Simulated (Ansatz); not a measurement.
# TaSnO3: the cost of one run

Computed with Ansatz 0.2.0 (DFT r²SCAN+U (U = 2.5 eV, J = 0.7 eV on Ta d), plane waves, PAW, no spin–orbit coupling unless a run says so, unless a step's input says otherwise).

**1. Starting point**

The structure is cubic, space group Pm-3m (No. 221). The conventional cell has a = 3.880 Å, b = 3.880 Å, c = 3.880 Å, α = 90.00°, β = 90.00°, γ = 90.00°. Ta (site symmetry m-3m) is surrounded by 6 O at 1.94 Å. Around Sn (site symmetry m-3m) lie 12 O at 2.74 Å. Around O (site symmetry 4/mmm) lie 2 Ta at 1.94 Å and 4 Sn at 2.74 Å.

Structure file:

```
Ta Sn O
1.0
     3.88000    0.00000    0.00000
     0.00000    3.88000    0.00000
     0.00000    0.00000    3.88000
Ta Sn O
1 1 3
Direct
  0.50000 0.50000 0.50000
  0.00000 0.00000 0.00000
  0.00000 0.50000 0.50000
  0.50000 0.00000 0.50000
  0.50000 0.50000 0.00000
```

Magnetic order typed: ferromagnetic.

**2. From atoms, symmetry kept, no search**

The input, input.yaml:

```yaml
crystal:
  lattice:
    - [3.88000062, 0.0, 0.0]
    - [0.0, 3.88000062, 0.0]
    - [0.0, 0.0, 3.88000062]
  atoms:
    - { symbol: Ta, position: [0.5, 0.5, 0.5], spin: 1.0 }
    - { symbol: Sn, position: [0.0, 0.0, 0.0] }
    - { symbol: O, position: [0.0, 0.5, 0.5] }
    - { symbol: O, position: [0.5, 0.0, 0.5] }
    - { symbol: O, position: [0.5, 0.5, 0.0] }
basis:
  ecutwfc: 500
  ecutrho_ratio: 4
kpoints:
  mp_grid: { grid: [5, 5, 5] }
hamiltonian:
  xc: r2scan
  hubbard: { sites: [{ site: 0, l: d, u: 2.5, j: 0.7 }] }
scf:
  occupations: { method: gaussian, width: 0.05 }
  lower_state_search: "off"
  max_iter: 150
output:
  forces: true
  stress: true
  eigenvalues: true
  populations: true
  hubbard: { sites: [{ site: 0, l: d }] }
magnetization:
  spin_polarized: true
```

Launch:

```
$ ansatz run input.yaml --threads 4 --pin off --max-ram 6144MiB --backend cpu --events-out ev --progress --plain --runs-dir out
```

**Question.** How long does this run take on 4 threads of Arm Neoverse V1, shared host, and how much memory does it need?

About 6 s, with a peak of 0.53 GiB.
